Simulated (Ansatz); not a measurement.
# GeH6O: the cost of one run

Program: Ansatz 0.2.0. Level of theory: RKS B3LYP-D4/def2-SVP. These are calculated values, not measurements.

### Step 1. Starting point

Bond lengths: Ge1–O2 2.120 Å, O2–H3 1.010 Å, Ge1–H4 1.550 Å, Ge1–H5 1.549 Å, Ge1–H6 1.549 Å. Angles: Ge1–O2–H3 109.5°, O2–Ge1–H4 109.5°, O2–Ge1–H5 109.5°, O2–Ge1–H6 109.5°, H4–Ge1–H5 109.5°, H4–Ge1–H6 109.5°, H5–Ge1–H6 109.5°.

As a file:

```xyz
8

Ge    0.0000    0.0000    0.0000
O     0.0000    0.0000    2.1200
H    -0.9095   -0.2814    2.4571
H     1.4616    0.0000   -0.5162
H    -0.7300    1.2648   -0.5162
H    -0.7300   -1.2648   -0.5162
H     0.9656   -1.4663    0.5833
H     0.7487   -1.1369    1.5265
```

### Step 2. Pulling towards end A

Springs on the bonds that form and break draw the guess towards this end; the thresholds are loose.

Input file input.yaml:

```yaml
crystal:
  periodic: [false, false, false]
  atoms:
    - { symbol: Ge, position_ang: [0.0, 0.0, 0.0] }
    - { symbol: O, position_ang: [0.0, 0.0, 2.12] }
    - { symbol: H, position_ang: [-0.9095, -0.2814, 2.4571] }
    - { symbol: H, position_ang: [1.4616, 0.0, -0.5162] }
    - { symbol: H, position_ang: [-0.73, 1.2648, -0.5162] }
    - { symbol: H, position_ang: [-0.73, -1.2648, -0.5162] }
    - { symbol: H, position_ang: [0.9656, -1.4663, 0.5833] }
    - { symbol: H, position_ang: [0.7487, -1.1369, 1.5265] }
basis:
  gaussian: { orbitals: def2-SVP }
hamiltonian:
  xc: b3lyp
  dispersion: d4
relax:
  f_tol: 0.15
  max_steps: 25
  restrain:
    - { distance: [0, 6], at: 2.75, k: 30.0 }
    - { distance: [7, 1], at: 2.21, k: 30.0 }
    - { distance: [0, 1], at: 1.77, k: 30.0 }
    - { distance: [7, 6], at: 0.66, k: 30.0 }
output:
  orbitals: {}
```

Started as:

```sh
ansatz run input.yaml --threads 1 --pin off --max-ram 2048MiB --backend cpu --events-out ev --progress --plain --runs-dir out
```

What time and memory should one allow on 1 thread of Arm Neoverse V2, shared host?

About 26 s, with a peak of 0.14 GiB.
